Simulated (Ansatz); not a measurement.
Slab: Ni, a slab with vacuum.

```
CELL_PARAMETERS angstrom
2.50026 0.00000 0.00000
-1.25013 2.16529 0.00000
0.00000 0.00000 25.20726
ATOMIC_POSITIONS crystal
Ni 0.66667 0.33333 0.29753
Ni 0.33333 0.66667 0.37852
Ni 0.00000 0.00000 0.45951
Ni 0.66667 0.33333 0.54049
Ni 0.33333 0.66667 0.62148
Ni 0.00000 0.00000 0.70247
```

The slab is cut from a database's or a generator's crystal, which needn't be the stable form of the element.

Base run:

```yaml
Program: Ansatz 0.2.0
Functional: PBE
Potentials_or_basis: all-electron LAPW, scalar-relativistic
Cutoff: 284 eV (chosen from the basis error)
Basis_error_allowed: 0.002 eV/atom
k_mesh: 12 × 12 × 1
Occupations: fermi-dirac, width 0.05 eV
Spin: collinear spin, ferromagnetic start
Starting_moments: "[1.0, 1.0, 1.0, 1.0, 1.0, 1.0] μB"
```

Its results: band gap on the k mesh none (metal or under the smearing width); net moment 3.98 μB per cell; site moments Ni +0.69, +0.71, +0.68 μB; largest force 0.249 eV/Å.

Task: The run is repeated on the same cell with these changes: functional from PBE to LDA. What comes out?

Result: Band gap on the k mesh none (metal or under the smearing width); net moment 3.81 μB per cell; site moments Ni +0.65, +0.68, +0.64 μB; largest force 0.805 eV/Å.
